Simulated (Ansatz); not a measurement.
# La: the cost of one run

Program: Ansatz 0.2.0 through its Python package. Level of theory: DFT PBEsol, plane waves, PAW. These are calculated values, not measurements.

### 1 Starting point

La Im-3m: It takes space group Im-3m (No. 229, cubic). The conventional cell has a = 4.248 Å, b = 4.248 Å, c = 4.248 Å, α = 90.00°, β = 90.00°, γ = 90.00°. La (site symmetry m-3m) is surrounded by 8 La at 3.68 Å.

La P6_3/mmc: It takes space group P6_3/mmc (No. 194, hexagonal). Conventional cell: a = 3.750 Å, b = 3.750 Å, c = 6.070 Å, α = 90.00°, β = 90.00°, γ = 120.00°. La (site symmetry -6m2) is surrounded by 12 La at 3.73 to 3.75 Å.

The script holds or builds the structure itself.

### 2 The code

transition_la.py reads:

```python
"""Enthalpies of two structures of La under pressure."""

import ansatz as az
import numpy as np


def ground_state(name, crystal, pressure=0.0):
    calc = crystal.calculation()
    calc = calc.functional("pbesol").basis(460)
    calc = calc.kpoints(spacing=0.3)
    calc = calc.occupations("gaussian", width=0.05)
    calc = calc.relax(force_tolerance=0.03, max_steps=40, cell=True, pressure=pressure)
    return calc.run()


def volume_per_atom(outcome):
    return abs(np.linalg.det(outcome.lattice.cell_ang)) / len(outcome.lattice.sites)

phases = {}
im_3m = (
    az.Lattice.from_parameters(3.678583, 3.678583, 3.678583, alpha=109.47122, beta=109.47122, gamma=109.47122)
    .atom("La", (0.0, 0.0, 0.0))
)
phases["Im-3m"] = im_3m
p6_3_mmc = (
    az.Lattice.from_parameters(3.75, 3.75, 6.07, alpha=90, beta=90, gamma=120)
    .space_group(194)
    .atom("La", (1 / 3, 2 / 3, 0.25))
)
phases["P6_3/mmc"] = p6_3_mmc

# enthalpy per atom at each pressure
pressures = [0, 10, 20, 30]
enthalpy, volume = {name: [] for name in phases}, {name: [] for name in phases}
for p in pressures:
    for name, crystal in phases.items():
        o = ground_state(name, crystal, pressure=p)
        volume[name].append(volume_per_atom(o))
        enthalpy[name].append(o.report["energy_sigma0_ev"] / len(o.lattice.sites) + p * volume[name][-1] / 160.21766)
gap = np.array(enthalpy["P6_3/mmc"]) - np.array(enthalpy["Im-3m"])
rows = [(p, va, vb, 1000 * d) for p, va, vb, d in zip(pressures, volume["Im-3m"], volume["P6_3/mmc"], gap)]
print("   P (GPa)  V Im-3m (A^3/atom)  V P6_3/mmc (A^3/atom)  H(P6_3/mmc) - H(Im-3m) (meV/atom)")
for row in rows:
    print(f"{row[0]:10d}  {row[1]:18.3f}  {row[2]:21.3f}  {row[3]:+33.1f}")
crossings = [p0 - g0 * (p1 - p0) / (g1 - g0) for p0, p1, g0, g1 in zip(pressures, pressures[1:], gap, gap[1:]) if g0 * g1 < 0]
print("crossing near", [round(float(p), 1) for p in crossings], "GPa") if crossings else print("no crossing in this range")
```

### 3 The input behind the calls

The package turns the script's settings into the engine's input (first run):

```yaml
crystal:
  lattice:
    a: 3.678583
    b: 3.678583
    c: 3.678583
    alpha: 109.47122
    beta: 109.47122
    gamma: 109.47122
  atoms:
    - { symbol: La, position: [0.0, 0.0, 0.0] }
basis:
  ecutwfc: 460.0
kpoints:
  mp_grid:
    kspacing: 0.3
hamiltonian:
  xc: pbesol
scf:
  occupations:
    method: gaussian
    width: 0.05
relax:
  f_tol: 0.03
  max_steps: 40
  cell:
    p_target: 0.0
```

### 4 The run

Launch:

```sh
$ python transition_la.py
```

What time and memory should one allow on 1 thread of Arm Neoverse V1, shared host?

About 72 s, with a peak of 0.44 GiB.
